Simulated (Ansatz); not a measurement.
# RbTl4Ag3: the cost of one run

Program: Ansatz 0.2.0. Level of theory: reference: DFT PBE, plane waves, PAW, scalar-relativistic, no spin polarisation. These are calculated values, not measurements.

1 further run of the same task is left out (for a known fault of the program).

### 1 Starting point

It takes space group R-3m (No. 166, trigonal). The conventional cell has a = 4.530 Å, b = 4.530 Å, c = 37.402 Å, α = 90.00°, β = 90.00°, γ = 120.00°. Rb (site symmetry -3m) is surrounded by 6 Ag at 3.55 Å and 6 Tl at 3.98 Å. Tl (site symmetry 3m) has 3 Ag at 2.68 Å as nearest neighbours. Tl (site symmetry 3m) is surrounded by 4 Ag at 2.67 to 2.86 Å. Ag (site symmetry 3m) is surrounded by 4 Tl at 2.67 to 2.68 Å. Ag (site symmetry -3m) is surrounded by 8 Tl at 2.86 to 3.23 Å.

Coordinates:

```cif
data_structure
_symmetry_space_group_name_H-M 'P 1'
_symmetry_Int_Tables_number 1
_cell_length_a 4.5304
_cell_length_b 4.5304
_cell_length_c 12.7387
_cell_angle_alpha 79.757
_cell_angle_beta 100.243
_cell_angle_gamma 120.000
_cell_volume 221.61
loop_
_atom_site_label
_atom_site_type_symbol
_atom_site_fract_x
_atom_site_fract_y
_atom_site_fract_z
_atom_site_occupancy
Rb1 Rb 0.50000 0.50000 0.50000 1
Tl1 Tl 0.08647 0.91353 0.25941 1
Tl2 Tl 0.91353 0.08647 0.74059 1
Tl3 Tl 0.30242 0.69758 0.90726 1
Tl4 Tl 0.69758 0.30242 0.09274 1
Ag1 Ag 0.23100 0.76900 0.69300 1
Ag2 Ag 0.76900 0.23100 0.30700 1
Ag3 Ag 0.00000 0.00000 0.00000 1
```

### 2 Baseline

Input file input.yaml:

```yaml
crystal:
  lattice:
    - [4.530428, 0.0, 0.0]
    - [-2.265214, 3.923469, 0.0]
    - [-2.265214, 1.307823, 12.467312]
  atoms:
    - { symbol: Rb, position: [0.5, 0.5, 0.5] }
    - { symbol: Tl, position: [0.08647, 0.91353, 0.25941] }
    - { symbol: Tl, position: [0.91353, 0.08647, 0.74059] }
    - { symbol: Tl, position: [0.30242, 0.69758, 0.90726] }
    - { symbol: Tl, position: [0.69758, 0.30242, 0.09274] }
    - { symbol: Ag, position: [0.231, 0.769, 0.693] }
    - { symbol: Ag, position: [0.769, 0.231, 0.307] }
    - { symbol: Ag, position: [0.0, 0.0, 0.0] }
  symmetry: { tolerance: 0.0003 }
kpoints:
  mp_grid: { grid: [5, 5, 5], shift: [0, 0, 0] }
magnetization:
  spin_polarized: false
scf:
  occupations: { method: fermi_dirac, width: 0.0653 }
hamiltonian:
  pseudopotentials: { kind: paw }
  xc: pbe
basis:
  ecutwfc: 420
output:
  forces: true
  stress: true
  eigenvalues: true
  write_density: true
  write_potential: true
  elf: true
  volumetric_format: npy
```

Command:

```
ansatz run input.yaml --threads 1 --pin off --max-ram 2560MiB --backend cpu --events-out ev --progress --plain --runs-dir out
```

**Question.** How long does this run take on 1 thread of Arm Neoverse V2, shared host, and how much memory does it need?

About 21 s, with a peak of 0.56 GiB.
